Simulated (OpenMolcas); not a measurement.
**HF/cc-pVTZ (RICD fitting, fitting threshold 0.001) run of BCl2F (dichlorofluoroborane)**

What is the vertical ionisation energy of BCl2F (dichlorofluoroborane) at HF/cc-pVTZ (RICD fitting, fitting threshold 0.001)? 

The results are computed with OpenMolcas 26.06.

## Step 1: The structure to begin with

The species is BCl2F (4 atoms), meant as a singlet with charge 0. SMILES: `FB(Cl)Cl`. Geometry: relaxed at PBE0-D4/def2-TZVP.

Bond lengths: F1–B2 1.310 Å, B2–Cl3 1.739 Å, B2–Cl4 1.739 Å. Angles: F1–B2–Cl3 119.3°, F1–B2–Cl4 119.3°, Cl3–B2–Cl4 121.5°.

## Step 2: Energy and gradient at HF/cc-pVTZ (RICD fitting, fitting threshold 0.001)

The input, geom.xyz:

```xyz
4

F      0.114370    -1.165320    -0.781190
B      0.007910    -0.080610    -0.054040
Cl    -1.549540     0.373780     0.571420
Cl     1.427260     0.872140     0.263810
```

The input, job.inp:

```
* BCl2F Hartree-Fock
>>> EXPORT MOLCAS_PRINT=2

&GATEWAY
  BasLib
  $CurrDir
  Coord
  geom.xyz
  Basis
  cc-pVTZ
  Group
  NoSym
  RICD
  CDThreshold
  0.001

&SEWARD

&SCF
  PrOrbitals
  0

&ALASKA
```

The basis set cc-pVTZ is read from a file made from the Basis Set Exchange's data (not shown).

Run with:

```
export MOLCAS_MEM=1860
pymolcas job.inp > job.log
```

The log of the run:

```text
--- Start Module: gateway ---

                                              &GATEWAY

                       available to each process: 1.9 GB of memory, 1 thread

 Basis Set     1 Label: F.CC-PVTZ
 Basis set is read from library:.
 basistype.tbl is not found

 Basis Set     2 Label: B.CC-PVTZ
 Basis set is read from library:.
 basistype.tbl is not found

 Basis Set     3 Label: CL.CC-PVTZ
 Basis set is read from library:.
 basistype.tbl is not found

++    Symmetry information:
      ---------------------

                    Character Table for C1

                             E
                    a        1  x, y, xy, Rz, z, xz, Ry, yz, Rx, I
--

++    Basis set information:
      ----------------------

      Basis set label: F.CC-PVTZ.........

      Electronic valence basis set:
      ------------------
      Associated Effective Charge   9.000000 au
      Associated Actual Charge      9.000000 au
      Nuclear Model: Point charge

      Shell  nPrim  nBasis  Cartesian Spherical Contaminant
         s      10       4        X
         p       5       3        X
         d       2       2                 X
         f       1       1                 X

      Basis set label: B.CC-PVTZ.........

      Electronic valence basis set:
      ------------------
      Associated Effective Charge   5.000000 au
      Associated Actual Charge      5.000000 au
      Nuclear Model: Point charge

      Shell  nPrim  nBasis  Cartesian Spherical Contaminant
         s      10       4        X
         p       5       3        X
         d       2       2                 X
         f       1       1                 X

      Basis set label: CL.CC-PVTZ.........

      Electronic valence basis set:
      ------------------
      Associated Effective Charge  17.000000 au
      Associated Actual Charge     17.000000 au
      Nuclear Model: Point charge

      Shell  nPrim  nBasis  Cartesian Spherical Contaminant
         s      15       5        X
         p       9       4        X
         d       2       2                 X
         f       1       1                 X
--

++    Molecular structure info:
      -------------------------

                    ************************************************
                    **** Cartesian Coordinates / bohr, angstrom ****
                    ************************************************

     Center  Label                x              y              z                     x              y              z
        1      F1               0.216128      -2.202136      -1.476235              0.114370      -1.165320      -0.781190
        2      B2               0.014948      -0.152331      -0.102121              0.007910      -0.080610      -0.054040
        3      CL3             -2.928206       0.706342       1.079827             -1.549540       0.373780       0.571420
        4      CL4              2.697131       1.648106       0.498529              1.427260       0.872140       0.263810

                    ***************************************
                    *    InterNuclear Distances / bohr    *
                    ***************************************

               1 F1            2 B2            3 CL3           4 CL4
    1 F1       0.000000
    2 B2       2.475957        0.000000
    3 CL3      4.987939        3.285799        0.000000
    4 CL4      4.987928        3.285796        5.733170        0.000000

                    *******************************************
                    *    InterNuclear Distances / angstrom    *
                    *******************************************

               1 F1            2 B2            3 CL3           4 CL4
    1 F1       0.000000
    2 B2       1.310220        0.000000
    3 CL3      2.639504        1.738770        0.000000
    4 CL4      2.639498        1.738768        3.033863        0.000000
--

            Nuclear Potential Energy            181.66907274 au

--- Stop Module: gateway /rc=_RC_ALL_IS_WELL_ ---

--- Start Module: seward ---

                                              &SEWARD

                       available to each process: 1.9 GB of memory, 1 thread

               SEWARD will generate:
                  Multipole Moment integrals up to order  2
                  Kinetic Energy integrals
                  Nuclear Attraction integrals (point charge)
                  One-Electron Hamiltonian integrals
                  Velocity integrals
                  Orbital angular momentum around ( -0.0381   0.3884   0.2604 )
                  Velocity quadrupole around ( -0.0381   0.3884   0.2604 )
                  RI decomposed two-electron repulsion integrals stored Cholesky style
                   - acCD auxiliary basis
                   - CD Threshold:   1.00E-03

                   Integrals are discarded if absolute value <: 1.00E-14
                   Integral cutoff threshold is set to       <: 1.00E-16

            Nuclear Potential Energy            181.66907274 au

      Basis set specifications :
      Symmetry species         a
      Basis functions          128

--- Stop Module: seward /rc=_RC_ALL_IS_WELL_ ---
--- Module seward spent 1 second ---

--- Start Module: scf ---

                                                &SCF

                       available to each process: 1.9 GB of memory, 1 thread

++    Input section:
      --------------

      Header of the integral files:

      Cartesian coordinates in angstrom:
      -----------------------------------------------------
      No.  Label        X            Y            Z
      -----------------------------------------------------
       1   F1         0.11437000  -1.16532000  -0.78119000
       2   B2         0.00791000  -0.08061000  -0.05404000
       3   CL3       -1.54954000   0.37378000   0.57142000
       4   CL4        1.42726000   0.87214000   0.26381000
      -----------------------------------------------------
      Nuclear repulsion energy =  181.66907274
--

++    Orbital specifications:
      -----------------------

      Symmetry species               1
                                     a
      Frozen orbitals                0
      Occupied orbitals             24
      Secondary orbitals           104
      Deleted orbitals               0
      Total number of orbitals     128
      Number of basis functions    128
--

      Molecular charge                           0.000

++    Optimization specifications:
      ----------------------------

      SCF Algorithm: LK-RI/DF
      LK screening threshold:                     4.50E-02
      Local-Exchange (LK) algorithm.
       - the density matrix is decomposed
      The actual AO density is used
      Number of density matrices in core                 5
      Maximum number of NDDO SCF iterations            400
      Maximum number of HF SCF iterations              400
      Threshold for SCF energy change             1.00E-09
      Threshold for density matrix                1.00E-04
      Threshold for Fock matrix                   1.50E-04
      Threshold for linear dependence             1.00E-09
      Threshold at which DIIS is turned on        1.50E-01
      Maximum depth in the DIIS procedure                5
      Maximum depth in the BFGS Hessian update          30
      Threshold at which QNR/C2DIIS is turned on  7.50E-02
      Threshold for Norm(delta) (QNR/C2DIIS)      1.00E-03
      All orbitals punched on: SCFORB
--

      Input vectors read from INPORB
      Orbital file label: *Guess orbitals

++ Convergence information
                                   SCF        iterations: Energy and convergence statistics

Iter     Tot. SCF        One-elec.       Two-elec.     Energy      Max Dij or  Max Fij      DNorm      TNorm      AccCon     Time
         Energy          Energy          Energy        Change      Delta Norm                                                in Sec.

 The total and one-electron energies are shifted by a value of      1000. a.u.

   1   -42.987366626  -801.560598467   576.904159099   0.00E+00    2.77E-01*   1.53E-01*    9.69E+00   2.46E+02   None         0.
   2   -43.271130090  -804.949344476   580.009141643  -2.84E-01*   1.69E-01*   9.86E-02*    1.04E+01   2.47E+02   EDIIS        0.
   3   -43.327633895  -804.668561471   579.671854833  -5.65E-02*   7.15E-02*   4.25E-02*    1.03E+01   2.47E+02   EDIIS        0.
   4   -43.351967768  -804.339865209   579.318824699  -2.43E-02*   1.26E-02*   1.34E-02*    1.03E+01   2.47E+02   c2DIIS       0.
   5   -43.357530311  -804.546214364   579.519611310  -5.56E-03*   6.50E-03*   2.59E-03*    1.03E+01   2.47E+02   QNRc2DIIS    0.
   6   -43.357624016  -804.501115793   579.474419034  -9.37E-05*   4.99E-03*   1.18E-03*    1.03E+01   2.47E+02   QNRc2DIIS    0.
   7   -43.357649085  -804.512990921   579.486269093  -2.51E-05*   4.80E-04    1.80E-04*    1.03E+01   2.47E+02   QNRc2DIIS    0.
   8   -43.357649728  -804.515820675   579.489098204  -6.43E-07*   2.05E-04    5.28E-05     1.03E+01   2.47E+02   QNRc2DIIS    0.
   9   -43.357649802  -804.515339806   579.488617262  -7.44E-08*   6.20E-05    2.80E-05     1.03E+01   2.47E+02   QNRc2DIIS    0.
  10   -43.357649809  -804.515129173   579.488406621  -7.30E-09*   1.40E-05    4.64E-06     1.03E+01   2.47E+02   QNRc2DIIS    0.
  11   -43.357649810  -804.515386081   579.488663529  -3.94E-10    5.40E-06    1.47E-06     1.03E+01   2.47E+02   QNRc2DIIS    0.

       Convergence after  11 Iterations
--

 *****************************************************************************************************************************
 *                                             SCF/KS-DFT Program, Final results                                             *
 *                                                       Final Results                                                       *
 *****************************************************************************************************************************

::    Total SCF energy                              -1043.3576498098
      One-electron energy                           -1804.5153860814
      Two-electron energy                             579.4886635292
      Nuclear repulsion energy                        181.6690727425
      Kinetic energy (interpolated)                  1043.2983726686
      Virial theorem                                    1.0000568171
      Total spin, S(S+1)                                0.0000000000
      Total spin, S                                     0.0000000000
      Max non-diagonal density matrix element           0.0000048182
      Max non-diagonal Fock matrix element              0.0000005764

      No orbitals printed

++    Molecular charges:
      ------------------

      Mulliken charges per centre
      ---------------------------

                F1      B2      CL3     CL4
      Total    9.2041  4.5991 17.0984 17.0984

      N-E     -0.2041  0.4009 -0.0984 -0.0984

      Total electronic charge=   48.000000

      Total            charge=   -0.000000
--

++    Molecular properties:
      ---------------------

      Charge (e):
                      =   -0.0000
      Dipole Moment (debye):
      Origin of the operator (angstrom)=   -0.0202    0.2055    0.1378
                   X= -2.5402E-02               Y=  2.5878E-01               Z=  1.7346E-01           Total=  3.1257E-01
      Quadrupole Moment (debye*angstrom):
      Origin of the operator (angstrom)=   -0.0202    0.2055    0.1378
                  XX= -3.5802E+01              XY= -4.2077E-02              XZ=  3.3374E-01              YY= -3.6582E+01
                  YZ= -1.6036E+00              ZZ= -3.5212E+01
      In traceless form (debye*angstrom)
                  XX=  9.4913E-02              XY= -6.3115E-02              XZ=  5.0061E-01              YY= -1.0750E+00
                  YZ= -2.4054E+00              ZZ=  9.8013E-01
--

--- Stop Module: scf /rc=_RC_ALL_IS_WELL_ ---
--- Module scf spent 4 seconds ---

--- Start Module: alaska ---

                                              &ALASKA

                       available to each process: 1.9 GB of memory, 1 thread

                     Threshold for contributions to the gradient: 1.000E-07

                    ********************************************
                    * Symmetry Adapted Cartesian Displacements *
                    ********************************************

           Irreducible representation : a
           Basis function(s) of irrep: x, y, xy, Rz, z, xz, Ry, yz, Rx, I

 Basis Label        Type   Center Phase
   1   F1           x         1     1
   2   F1           y         1     1
   3   F1           z         1     1
   4   B2           x         2     1
   5   B2           y         2     1
   6   B2           z         2     1
   7   CL3          x         3     1
   8   CL3          y         3     1
   9   CL3          z         3     1
  10   CL4          x         4     1
  11   CL4          y         4     1
  12   CL4          z         4     1

                     No automatic utilization of translational and rotational invariance of the energy is employed.

 RI-ERI gradients!

 **************************************************
 *              Molecular gradients               *
 **************************************************

  Irreducible representation: a
 ------------------------------------------------------------------------------------------
                              X                       Y                       Z
 ------------------------------------------------------------------------------------------
  F1                1.37887688680660E-03   -1.40413545736067E-02   -9.41281903704194E-03
  B2               -1.59241824840128E-03    1.62271397619367E-02    1.08771836217521E-02
  CL3               4.26449475299862E-03   -3.96385112320097E-04   -1.16150925497571E-03
  CL4              -4.05095339149852E-03   -1.78940007605455E-03   -3.02855329830987E-04
 ------------------------------------------------------------------------------------------

--- Stop Module: alaska /rc=_RC_ALL_IS_WELL_ ---
--- Module alaska spent 2 seconds ---

.##################.
.# Happy landing! #.
.##################.

    Timing: Wall=9.17 User=8.28 System=0.88
```

It took 9.6 s on 1 thread of Arm Neoverse V1, shared host; peak memory 0.2 GiB.

[end of part 1 of 2]
